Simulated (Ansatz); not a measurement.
Write a Python script for Ansatz 0.2.0 through its Python package that makes a ladder of methods at one geometry of C₂H₇MgN, SMILES C[N](C)[MgH]. Level of theory (for the species named): B3LYP, def2-SVP basis, multiplicity 1. The script varies functional: b3lyp, revpbe, hf, hse06, lc_wpbe.

```tsv
atom	x (Å)	y (Å)	z (Å)
C	-0.2554	1.1794	-0.4426
N	0.3231	-0.0932	-0.5503
C	1.0742	-0.3648	0.6410
Mg	-1.1373	-1.4811	-0.6064
H	0.4688	2.0141	-0.3924
H	-0.9892	1.2832	0.4184
H	-0.8725	1.4073	-1.3688
H	0.4924	-0.3424	1.5477
H	1.5684	-1.3558	0.6067
H	1.9250	0.3810	0.7936
H	-2.5320	-2.6849	-0.6263
```

`methods_c2h7mgn.py`
```python
'''C2H7MgN at several levels of theory.'''

from pathlib import Path
import argparse

import ansatz
import numpy as np

parser = argparse.ArgumentParser(description='C2H7MgN at several levels of theory.')
parser.add_argument('--basis-set', default='def2-SVP', help='basis')
args = parser.parse_args()


def main() -> None:
    c2h7mgn = (
        ansatz.Crystal.molecule()
        .atom('C', [-0.2554, 1.1794, -0.4426])
        .atom('N', [0.3231, -0.0932, -0.5503])
        .atom('C', [1.0742, -0.3648, 0.641])
        .atom('Mg', [-1.1373, -1.4811, -0.6064])
        .atom('H', [0.4688, 2.0141, -0.3924])
        .atom('H', [-0.9892, 1.2832, 0.4184])
        .atom('H', [-0.8725, 1.4073, -1.3688])
        .atom('H', [0.4924, -0.3424, 1.5477])
        .atom('H', [1.5684, -1.3558, 0.6067])
        .atom('H', [1.925, 0.381, 0.7936])
        .atom('H', [-2.532, -2.6849, -0.6263])
    )

    model = c2h7mgn.calculation().basis(gaussian=args.basis_set)

    print('functional    E (Ha)        dipole (D)   HOMO (eV)  LUMO (eV)')
    for name in ['b3lyp', 'revpbe', 'hf', 'hse06', 'lc_wpbe']:
        rep = model.functional(name).forces().orbitals().run(runs_dir='runs').report
        lines = Path(rep['orbitals_path']).read_text().splitlines()
        field_of = lambda key: [line.split('=')[1].strip() for line in lines if line.startswith(key)]
        orbitals = [(27.211386 * float(e), s, float(n)) for e, s, n in zip(field_of('Ene='), field_of('Spin='), field_of('Occup='))]
        homo = max(e for e, _, n in orbitals if n > 0.5)
        lumo = min(e for e, _, n in orbitals if n < 0.5)
        dipole = 4.803205 * np.linalg.norm(rep['charge_distribution']['dipole_moment_e_ang'])
        print(f'{name:10s} {rep["free_energy_ev"] / 27.211386246:14.6f} {dipole:9.3f} {homo:11.3f} {lumo:10.3f}')


if __name__ == '__main__':
    main()
```

```console
$ python methods_c2h7mgn.py
functional    E (Ha)        dipole (D)   HOMO (eV)  LUMO (eV)
b3lyp         -335.064085     0.597      -5.228     -1.029
revpbe        -334.951840     0.549      -4.112     -1.375
hf            -333.645927     0.707      -8.658      1.528
hse06         -334.753673     0.630      -5.027     -1.134
lc_wpbe       -334.883724     0.662      -8.091      1.165
```

What to keep in mind:
- Total energies depend on the basis set; only differences at equal settings carry meaning.
- The geometry is a force-field or estimated start, not a minimum of this method, and the basis set is short of its limit. A lower total doesn't mark the better method: functionals have no common bound, and MP2 and coupled cluster aren't variational.
- b3lyp holds the VWN-RPA fit, as in Gaussian; the form of ORCA and Turbomole is b3lyp5.
- Levels such as HOMO and LUMO are orbital energies: with these approximate functionals they aren't the ionisation energy and electron affinity, and their gap isn't the fundamental gap.
- hse06 follows the composition of plane-wave codes, whose totals differ by tens of mHa, up to about 0.1 Ha, from the form usual in Gaussian-basis programs (wpbeh).
- Hardware and time: 19 s on 1 thread of Arm Neoverse V1, on a shared host, peak memory 0.25 GiB.

(A comment or docstring line of the script was reworded after the run, the code is as it ran; lines on the test bed's own set-up are left out of the output.)
